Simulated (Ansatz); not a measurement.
What does this script print? It uses the Python package of Ansatz (0.2.0).

The script, `deck.py`:
```python
# -*- coding: utf-8 -*-
"""Run Cl2FH3Si2 from an input written out key by key."""

import logging
import sys

import ansatz as az

logging.basicConfig(stream=sys.stdout, format="%(name)s: %(message)s")
logger = logging.getLogger("run")
logger.setLevel(logging.INFO)

deck = {
    "crystal": {
        "periodic": [False, False, False],
        "atoms": [
            {"symbol": "F", "position_ang": [-0.2079, -0.2551, -2.2631]},
            {"symbol": "Si", "position_ang": [-0.5594, 0.4409, -0.8415]},
            {"symbol": "Si", "position_ang": [0.6173, -0.5827, 0.8107]},
            {"symbol": "Cl", "position_ang": [-2.4974, 0.3529, -0.4821]},
            {"symbol": "Cl", "position_ang": [-0.1434, 2.4435, -0.9512]},
            {"symbol": "H", "position_ang": [0.3736, 0.0373, 2.1569]},
            {"symbol": "H", "position_ang": [2.1453, -0.4753, 0.5944]},
            {"symbol": "H", "position_ang": [0.3641, -2.0186, 0.9201]},
        ],
    },
    "basis": {"gaussian": {"orbitals": "def2-SVP"}},
    "hamiltonian": {"xc": "hf"},
}
session = az.Session.from_dict(deck)
data = session.plan(threads=1).execute().report

for key in ("converged", "free_energy_ev", "reference_energy_ev", "n_frozen", "n_occupied", "n_virtual"):
    logger.info(f"{key:22s} {data[key]}")
symbols = ["F", "Si", "Si", "Cl", "Cl", "H", "H", "H"]
field = data["mean_field"]
print("<S^2> =", round(abs(field["state"]["spin_squared"]), 4), " all-electron relativity setting:", field["relativity"])
print("passes:", field["passes"])
if "symmetry" in field:
    print("occupied orbitals by irrep:", field["symmetry"]["occupied"])
```

```console
$ python deck.py
run: converged              True
run: free_energy_ev         -43474.24143099443
run: reference_energy_ev    -43474.24143099443
run: n_frozen               0
run: n_occupied             [37, 37]
run: n_virtual              [64, 64]
<S^2> = 0.0  all-electron relativity setting: none
passes: {'evaluations': 10, 'products': 16}
occupied orbitals by irrep: [{'A': 37}, {'A': 37}]
```

Total energies depend on the basis set; only differences at equal settings carry meaning. The geometry is a force-field or estimated start, not a minimum of this method, and the basis set is short of its limit. Wall time of the script: 1.4 s on 1 thread of Arm Neoverse V1, with other jobs on the host, peak memory 0.24 GiB.
